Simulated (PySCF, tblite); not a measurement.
# C₄H₁₁FGeSi: geometry, infrared bands and NMR shifts

What infrared bands and NMR shifts should C₄H₁₁FGeSi (`C=C(C)[Si@H](F)[GeH2][CH3]`) show?

Programs: tblite 0.8.0 and PySCF 2.14.0, with density-fitted response routines of our own. Each step states its level of theory. These are calculated values for one molecule in the gas phase, unless marked as measured. Atoms count from 0, in the outputs and in this text.

## Step 1: The molecule as given

18 atoms, charge 0, multiplicity 1; geometry from: force field or distance geometry start.

Bonds of the start (Å): C0–C1 1.32, C1–C2 1.49, C1–Si3 1.85, Si3–F4 1.72, Si3–Ge5 2.29, Ge5–C6 1.96, C0–H7 1.11, C0–H8 1.08, C2–H9 1.12, C2–H10 1.10, C2–H11 1.11, Si3–H12 1.46, Ge5–H13 1.56, Ge5–H14 1.54, C6–H15 1.10, C6–H16 1.10, C6–H17 1.10.

## Step 2: Optimising the geometry with GFN2-xTB

Job settings and geometry (Å):

```
{"job": {"kind": "relax", "xc": "GFN2-xTB", "basis": "xTB"}, "charge": 0, "multiplicity": 1}
C     -1.480900     1.351600     0.082600
C     -1.564300     0.044200    -0.110300
C     -2.854200    -0.691700    -0.002800
Si    -0.078000    -0.990400    -0.492700
F      0.301100    -1.854400     0.940700
Ge     1.608200     0.427100    -1.119500
C      3.237100     0.123500    -0.075000
H     -2.391800     1.933400     0.313800
H     -0.571300     1.923400     0.027800
H     -3.684300     0.062100     0.003800
H     -3.018600    -1.378300    -0.849700
H     -2.877700    -1.311100     0.912600
H     -0.392400    -1.922900    -1.573100
H      1.938700     0.160500    -2.620100
H      1.186900     1.901900    -0.991200
H      4.027100     0.749400    -0.513600
H      3.524400    -0.930900    -0.190400
H      3.081200     0.409100     0.980700
```

Started as:

```bash
OMP_NUM_THREADS=1 python probes_run.py task.json out
```

One launch serves the whole session: the jobs run in the order shown.

**Question.** This job is followed by: GFN2-xTB harmonic vibrations, gas phase; GIAO PBE0/pcSseg-1 NMR shielding, non-relativistic, gas phase. Predict these results of the whole session: strongest single infrared mode (GFN2-xTB); zero-point energy (GFN2-xTB); ¹³C shifts against TMS (PBE0/pcSseg-1); ¹H shifts against TMS (PBE0/pcSseg-1, means over atoms taken as alike); ²⁹Si shifts against TMS (PBE0/pcSseg-1); ¹⁹F shifts against CFCl3 (PBE0/pcSseg-1); ⁷³Ge shifts against GeMe4 (PBE0/pcSseg-1).

As calculated:

| quantity | value |
| --- | --- |
| strongest single infrared mode (GFN2-xTB) | 1955 cm⁻¹, 573 km/mol |
| zero-point energy (GFN2-xTB) | 82.2 kcal/mol |
| ¹³C shifts against TMS (PBE0/pcSseg-1) | 154.9, 136.6, 25.9, -9.2 ppm |
| ¹H shifts against TMS (PBE0/pcSseg-1, means over atoms taken as alike) | 6.16, 5.82, 5.80, 3.66, 3.57, 2.24, 0.45 ppm |
| ²⁹Si shifts against TMS (PBE0/pcSseg-1) | 22.0 ppm |
| ¹⁹F shifts against CFCl3 (PBE0/pcSseg-1) | -226.0 ppm |
| ⁷³Ge shifts against GeMe4 (PBE0/pcSseg-1) | -290 ppm |

What this shows: Relaxing lowered the energy by 0.429 eV in 145 steps; the close pair that moved most is Si3–F4, from 1.716 to 1.624 Å. The lowest mode is slightly imaginary (19i cm⁻¹), a soft motion within the noise of the Hessian, so the minimum is not strictly shown. The strongest single mode, at 1955 cm⁻¹, moves mainly H13 and H14. GFN2-xTB is a fitted tight-binding method: band positions and strengths are rough. Its intensities can rank the bands wrongly. The most deshielded carbon is C1 (fully substituted alkene carbon), at 154.9 ppm: the olefinic region. At PBE0/pcSseg-1: The largest span, 249 ppm, is at C1, where the paramagnetic term is -233 ppm. Spin-orbit coupling is left out, which matters for shieldings and couplings at and beside the heavy atoms.
